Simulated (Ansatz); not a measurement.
# H9NOSi3: up Jacob's ladder to CCSD(T)

Aim: compute H9NOSi3 with functionals from several rungs and with coupled cluster, and see how far each lands from CCSD(T) at the basis-set limit for the atomisation energy.

Computed with Ansatz 0.2.0, Gaussian basis. Level: functionals in def2-TZVPP, the program's frozen cores in correlated methods.

Plan: PBE-D4, r2SCAN-D4, PBE0-D4, B3LYP-D4, ωB97X-V, ωB97M-V, B2PLYP; CCSD(T)/def2-TZVPP; MP2/def2-QZVPP; extrapolation to the limit.

**1. Structure used throughout**

The geometry comes from an earlier relaxation with PBE0-D4 in a triple-zeta def2 set; it is a stationary point, not always the lowest conformer.

14 atoms, charge 0, spin multiplicity 1.

Atoms are counted from 1 here; the program's logs count them from 0.

Bond lengths: N1–Si2 1.707 Å, N1–H6 1.006 Å, N1–H7 1.007 Å, Si2–Si3 2.346 Å, Si2–O4 1.647 Å, Si2–H8 1.483 Å, Si3–H9 1.488 Å, Si3–H10 1.488 Å, Si3–H11 1.491 Å, O4–Si5 1.633 Å, Si5–H12 1.489 Å, Si5–H13 1.483 Å, Si5–H14 1.486 Å. Angles: Si2–N1–H6 122.1°, Si2–N1–H7 121.9°, H6–N1–H7 111.8°, N1–Si2–Si3 106.9°, N1–Si2–O4 115.5°, N1–Si2–H8 106.6°, Si3–Si2–O4 109.2°, Si3–Si2–H8 113.7°, O4–Si2–H8 105.1°, Si2–Si3–H9 111.6°, Si2–Si3–H10 110.5°, Si2–Si3–H11 109.9°, H9–Si3–H10 108.6°, H9–Si3–H11 108.0°, H10–Si3–H11 108.1°, Si2–O4–Si5 144.0°, O4–Si5–H12 110.2°, O4–Si5–H13 108.9° and more.

**2. PBE-D4 (GGA)**

File in.yaml:

```yaml
crystal:
  periodic: [false, false, false]
  atoms:
    - {symbol: N, position_ang: [-0.980191, 1.785117, -0.750656]}
    - {symbol: Si, position_ang: [0.163145, 0.526846, -0.906986]}
    - {symbol: Si, position_ang: [-1.046212, -1.478139, -1.044586]}
    - {symbol: O, position_ang: [1.264133, 0.412212, 0.312074]}
    - {symbol: Si, position_ang: [1.481082, -0.082852, 1.852765]}
    - {symbol: H, position_ang: [-1.779777, 1.709799, -0.144378]}
    - {symbol: H, position_ang: [-0.743941, 2.745531, -0.939565]}
    - {symbol: H, position_ang: [0.959783, 0.827092, -2.121836]}
    - {symbol: H, position_ang: [-0.167782, -2.663340, -0.847259]}
    - {symbol: H, position_ang: [-1.711904, -1.594913, -2.370355]}
    - {symbol: H, position_ang: [-2.102872, -1.505964, 0.007569]}
    - {symbol: H, position_ang: [0.590331, -1.238091, 2.152798]}
    - {symbol: H, position_ang: [2.895564, -0.492423, 2.031022]}
    - {symbol: H, position_ang: [1.165542, 1.020024, 2.797992]}
basis:
  gaussian: {orbitals: def2-TZVPP}
hamiltonian: {xc: pbe, dispersion: d4}
output: {forces: true, orbitals: {seedname: orbitals}}
```

Run with:

```sh
$ ansatz run in.yaml --threads 2 --pin off --events-out ev --progress --plain --max-ram 20480MiB --backend cuda --devices 0, --max-vram 18GiB
```

After this run come: r2SCAN-D4 (meta-GGA); PBE0-D4 (hybrid); B3LYP-D4 (hybrid); ωB97X-V (range-separated); ωB97M-V (range-separated); B2PLYP (double hybrid); CCSD(T) in def2-TZVPP; MP2 in def2-QZVPP.

Before running them: what should the planned runs give, taken together? Wanted: atomisation energy, CCSD(T)/CBS; farthest; mean size of error, hybrid; mean size of error, range-separated; gap, smallest and largest; T1 diagnostic; triples share of the correlation energy.

**Answer**, as computed:

| quantity | value |
| --- | --- |
| atomisation energy, CCSD(T)/CBS | 48.107 eV |
| functionals within 0.241 eV (0.5 %) | B3LYP-D4, ωB97X-V, ωB97M-V |
| farthest | PBE0-D4 (-0.870 eV) |
| mean size of error, hybrid | 0.501 eV |
| mean size of error, range-separated | 0.146 eV |
| gap, smallest and largest | 5.37 eV (PBE-D4), 11.84 eV (ωB97X-V) |
| T1 diagnostic | 0.0122 |
| triples share of the correlation energy | 3.4 % |

**Reading.** PBE-D4 is off by -0.453 eV. Double hybrids carry the basis error of their MP2 part in triple zeta, and no dispersion term here, so their miss is partly the set-up's. The reference freezes the cores and leaves out relativity and excitations past (T), so misses under about 0.241 eV can't be ranked. Hartree-Fock recovers 74 % of the binding; the rest is correlation. Orbital gaps span 5.4 to 11.8 eV; exact exchange widens them.
